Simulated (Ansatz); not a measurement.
This script makes a scan of the bond length of LiSb with Ansatz 0.2.0 through its Python package.

Contents of `lisb.xyz`:
```text
2

Li    0.00000    0.00000    0.00000
Sb    0.00000    0.00000    2.65000
```

Script `run_scan.py`:
```python
"""Potential curve of LiSb along one bond."""

from dataclasses import dataclass
import warnings

import ansatz as az
import numpy as np


@dataclass(frozen=True)
class RunConfig:
    basis: str = "def2-TZVP"
    xc: str = "B3LYP"


cfg = RunConfig()

warnings.simplefilter("ignore", az.DeckWarning)

mol = az.Crystal.molecule_from_extxyz("lisb.xyz")

symbols = [site.symbol for site in mol.cartesian_sites]
start = np.array([site.position_ang for site in mol.cartesian_sites])
axis = (start[1] - start[0]) / np.linalg.norm(start[1] - start[0])
moving = [1]
lengths, energies = [2.25, 2.44, 2.65, 2.92, 3.31, 3.97, 4.77, 5.83], []
for length in lengths:
    xyz = start.copy()
    xyz[moving] += (length - np.linalg.norm(start[1] - start[0])) * axis
    point = az.Crystal.molecule()
    for symbol, place in zip(symbols, xyz):
        point = point.atom(symbol, place.tolist())
    setup = (
        point.calculation()
        .basis(gaussian=cfg.basis)
        .functional(cfg.xc)
        .spin("collinear", total=2)
        .accuracy("medium")
    )
    r = setup.run(threads=1, backend="cpu").report
    energies.append(r["free_energy_ev"])
    print(f"r = {length:6.3f} A  E = {energies[-1]:.5f} eV  <S^2> = {abs(r['mean_field']['state']['spin_squared']):.3f}")

print("energy above the lowest point (eV):", [round(e - min(energies), 3) for e in energies])
```

Its results, one of them left out:

| r (Å) | E less the lowest row shown (eV) |
| --- | --- |
| 2.250 | 0.3724 |
| 2.440 | ? |
| 2.650 | 0.0000 |
| 2.920 | 0.1271 |
| 3.310 | 0.4718 |
| 3.970 | 1.0339 |

What is the missing energy at 2.440 Å?

A cubic in 1/r through the 5 rows shown, E = 0.3881 +31.3256/r -171.2305/r² +226.5082/r³ (eV, Å), gives 0.0580 eV at 2.440 Å. The run gave 0.0680 eV, a miss of 10.0 meV.

What to keep in mind:
- The settings weren't tested for convergence.
- The basis set is modest, and single-reference methods fail as a bond breaks.
- def2 sets replace the cores of elements past krypton by effective core potentials.
- The species is open-shell (spin multiplicity 3).
- The expectation value of S² is noticeably off S(S+1) in at least one run, so that state is spin-contaminated.
- b3lyp holds the VWN-RPA fit, as in Gaussian; the form of ORCA and Turbomole is b3lyp5.
- Spin-orbit coupling of the heavy open-shell atom is left out.
- The spin state was assumed, and another may lie lower.
- The whole script took 29 s on 1 thread of Arm Neoverse V1 (shared host), peak memory 0.22 GiB.
